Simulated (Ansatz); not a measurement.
Working through an equation of state with a fit of LuMnIn, space group P-6m2

With Ansatz 0.2.0, Python API.

Run as a notebook:

```python
import ansatz
import numpy as np
```

```python
VECTORS = np.array([
    [4.73656, 0.0, 0.0],
    [-2.36828, 4.101981, 0.0],
    [0.0, 0.0, 3.400741],
])
SITES = [
    ('Lu', (0.0, 0.0, 0.0), 0.0),
    ('Mn', (1 / 3, 2 / 3, 0.5), 2.8),
    ('In', (2 / 3, 1 / 3, 0.5), 0.0),
]


def build(cell):
    crystal = ansatz.Crystal(lattice=ansatz.Lattice.of(cell))
    for symbol, position, moment in SITES:
        crystal = crystal.atom(symbol, position, moment=moment or None)
    return crystal
```

```python
# scale the volume, keep shape and fractions
volumes, energies = [], []
for scale in np.linspace(0.92, 1.08, 7):
    cell = VECTORS * scale ** (1 / 3)
    calc = (
        build(cell).calculation()
        .occupations('Fermi-Dirac', width=150 * ansatz.meV)
        .spin('collinear')
        .scf(tolerance=1e-10)
        .basis(500)
        .kpoints(7, 7, 9)
    )
    report = calc.run().report
    volumes.append(abs(np.linalg.det(cell)) / len(SITES))
    energies.append(report['free_energy_ev'] / len(SITES))
    print(f'V = {volumes[-1]:8.4f} A^3/atom  F = {energies[-1]:.5f} eV/atom')
```

    V =  20.2627 A^3/atom  F = -8076.41412 eV/atom
    V =  20.8500 A^3/atom  F = -8076.43432 eV/atom
    V =  21.4373 A^3/atom  F = -8076.44577 eV/atom
    V =  22.0246 A^3/atom  F = -8076.44959 eV/atom
    V =  22.6120 A^3/atom  F = -8076.44677 eV/atom
    V =  23.1993 A^3/atom  F = -8076.43821 eV/atom
    V =  23.7866 A^3/atom  F = -8076.42465 eV/atom

```python
# third-order Birch-Murnaghan: a cubic in V^(-2/3)
x = np.array(volumes) ** (-2 / 3)
poly = np.polynomial.Polynomial.fit(x, energies, 3).convert()
roots = poly.deriv().roots()
x0 = min((r.real for r in roots if abs(r.imag) < 1e-9 and poly.deriv(2)(r.real) > 0), key=lambda r: abs(r - x.mean()))
v0 = x0 ** -1.5
b0 = 4 / 9 * poly.deriv(2)(x0) * v0 ** (-7 / 3) * 160.21766
b1 = 4 + 2 / 3 * x0 * poly.deriv(3)(x0) / poly.deriv(2)(x0)
print(f'V0 = {v0:.4f} A^3/atom, B0 = {b0:.1f} GPa, dB/dP = {b1:.2f}')
```

    V0 = 22.0558 A^3/atom, B0 = 67.2 GPa, dB/dP = 4.26

A third-order Birch-Murnaghan fit through the 7 points has its minimum at 22.06 Å³ an atom, 0.1 % above the typed cell, with a bulk modulus of 67 GPa and dB/dP = 4.3. From that minimum the energy rises by 35.5 meV an atom on the compressed side and 24.9 meV on the expanded side.

Notes:
- Absolute energies stand on the zero of these potentials, so only differences at equal settings mean something.
- The magnetic order follows from the starting moments and needn't be the lowest.
- Shape and fractional positions are held along the curve, so the bulk modulus is an upper value where they are free to relax.
- For a metal this k-point mesh is coarse: on a finer one energies can move by several to tens of meV an atom and pressures by half a GPa or more, differences at one mesh by less.
- A Fermi-Dirac width this large means warm electrons, whose thermal share enters the free energy.
- No functional is typed, so the default, PBE, holds.
- This cell is a computed structure, which may not be the phase found in nature.
- The whole script took 4.4 min on 1 thread of Arm Neoverse V2, on a shared host, peak memory 0.56 GiB.
